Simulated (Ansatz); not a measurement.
# AsH+ (doublet): from Hartree-Fock to the top rungs, aug-cc-pVTZ

How much of the correlation energy of AsH+ (doublet) does each wave-function method recover here?

Program: Ansatz 0.2.0, Gaussian basis. Level of theory: aug-cc-pVTZ, core rule «outside noble gas», up to 14 orbitals frozen. These are calculated values, not measurements.

To be run: UHF; CCSD(T) on ROHF; CCSD(T) on UHF; BCCD(T) on ROHF; CCSDT(Q) on ROHF; CCSDT(Q) on UHF; CISDTQ; CASSCF and MRCISD+Q, 5 electrons in 5 orbitals; CASSCF and NEVPT2, 5 electrons in 5 orbitals; Full CI.

5 further runs of the same task are left out: 1 that didn't finish, 4 set aside as unsound or not needed.

## (1) What is computed

The geometry is a PBE0/def2-TZVP stationary point (not a proven minimum) of the parent state, kept for this charge and spin. No spin-orbit coupling is included. The filled d shell of As may be among the frozen orbitals whatever the setting's name suggests; the logs give the count.

2 atoms, charge 1, spin multiplicity 2.

Atoms are counted from 1 here; the program's logs count them from 0.

Bond lengths: As1–H2 1.529 Å.

## (2) UHF

File in.yaml:

```yaml
crystal:
  periodic: [false, false, false]
  atoms:
    - {symbol: As, position_ang: [0.000000, 0.000000, 0.000000]}
    - {symbol: H, position_ang: [0.000000, 0.000000, 1.529400]}
basis:
  gaussian: {orbitals: aug-cc-pVTZ}
total_charge: 1
magnetization: {spin_polarized: true, initial_magnetization: 1}
hamiltonian: {xc: hf}
output: {orbitals: {seedname: orbitals}}
```

The run is started by

```
$ ansatz run in.yaml --threads 1 --pin off --events-out ev --progress --plain --max-ram 3956MiB --backend cpu
```

Further steps of the session: CCSD(T) on ROHF; CCSD(T) on UHF; BCCD(T) on ROHF; CCSDT(Q) on ROHF; CCSDT(Q) on UHF; CISDTQ; CASSCF and MRCISD+Q, 5 electrons in 5 orbitals; CASSCF and NEVPT2, 5 electrons in 5 orbitals; Full CI.

Q: Predict the results of all the runs planned. Wanted: FCI below the RHF energy; RMP2 from FCI; UMP2 from FCI; RCCSD from FCI; RCCSD(T) from FCI; UCCSD(T) from FCI; RCCSDT(Q) from FCI; UCCSDT(Q) from FCI; NEVPT2 valence from FCI.

The runs gave:

```
                         quantity                                                                                        value
         FCI below the RHF energy                                                                                   -3.0365 eV
                    RMP2 from FCI                                                                                 +64.6 kJ/mol
                    UMP2 from FCI                                                                                 +65.5 kJ/mol
                   RCCSD from FCI                                                                                  +8.8 kJ/mol
                RCCSD(T) from FCI                                                                                  +1.7 kJ/mol
                UCCSD(T) from FCI                                                                                  +1.3 kJ/mol
               RCCSDT(Q) from FCI                                                                                   0.0 kJ/mol
               UCCSDT(Q) from FCI                                                                                  -0.4 kJ/mol
          NEVPT2 valence from FCI                                                                                 +49.7 kJ/mol
        MRCISD+Q valence from FCI                                                                                  +0.1 kJ/mol
levels within 1 kcal/mol (43 meV)  RCCSD(T), UCCSD(T), BCCD(T), RCCSDT, UCCSDT, CISDTQ, RCCSDT(Q), UCCSDT(Q), MRCISD+Q valence
                    T1 diagnostic                                                                                        0.019
   effectively unpaired electrons                                                                                         1.05
```

RCCSD(T) lands +1.7 kJ/mol from the yardstick (0.6 % of the correlation energy). UCCSDT, UCCSDT(Q) fall below full CI: unrestricted runs freeze a spin-polarised core, another one than full CI's, and coupled cluster isn't variational. One determinant dominates. Of the multireference levels listed MRCISD+Q valence comes nearest in total energy (+0.1 kJ/mol), which doesn't show that its space is the better one. These misses are within one basis, not against nature; the frozen cores of restricted and unrestricted runs differ, which can shift their rows.
